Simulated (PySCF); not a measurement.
# C8H13GeN: the cost of one run

Programs: PySCF 2.14.0, with routines of our own; each step states its level. All values are computed. Atoms count from 0.

### Step 1. The system as given

23 atoms, charge 0, multiplicity 1; geometry from: GFN2-xTB.

### Step 2. Relaxing the molecule at PBE0-D3(BJ)/def2-SVP

Job settings and geometry (Å):

```
{"job": {"xc": "PBE0", "basis": "def2-SVP", "d3": "d3bj", "grid": 1, "maxiter": 30, "shake": 0.01, "kind": "geom"}, "charge": 0, "multiplicity": 1}
C     -1.863720     1.631390    -0.420300
Ge    -1.123010    -0.068380     0.209790
C     -1.301310    -0.177280     2.181930
C     -2.037900    -1.581180    -0.640220
C      0.803690    -0.101280    -0.261250
C      1.660340     0.889560     0.234830
C      3.016910     0.850280    -0.094620
C      3.467080    -0.168190    -0.920030
N      2.652540    -1.109510    -1.369790
C      1.372260    -1.071460    -1.052410
H     -2.948880     1.712510    -0.168140
H     -1.775990     1.747180    -1.495400
H     -1.409720     2.513740     0.024640
H     -0.784730     0.655170     2.679370
H     -0.854030    -1.111850     2.559350
H     -2.325890    -0.130330     2.494820
H     -1.993140    -1.527790    -1.721310
H     -1.678920    -2.530010    -0.297140
H     -3.126420    -1.558300    -0.369470
H      1.252340     1.676300     0.880570
H      3.676420     1.602840     0.262050
H      4.499020    -0.268930    -1.216900
H      0.770720    -1.850950    -1.497540
```

Command:

```bash
> OMP_NUM_THREADS=1 python heavy_run.py task.json out
```

One launch serves the whole session: the jobs run in the order shown.

Q: Estimate the wall time and peak memory of this first job on 1 thread of Arm Neoverse V1, shared host.

About 4 min, with a peak of 1.3 GiB.
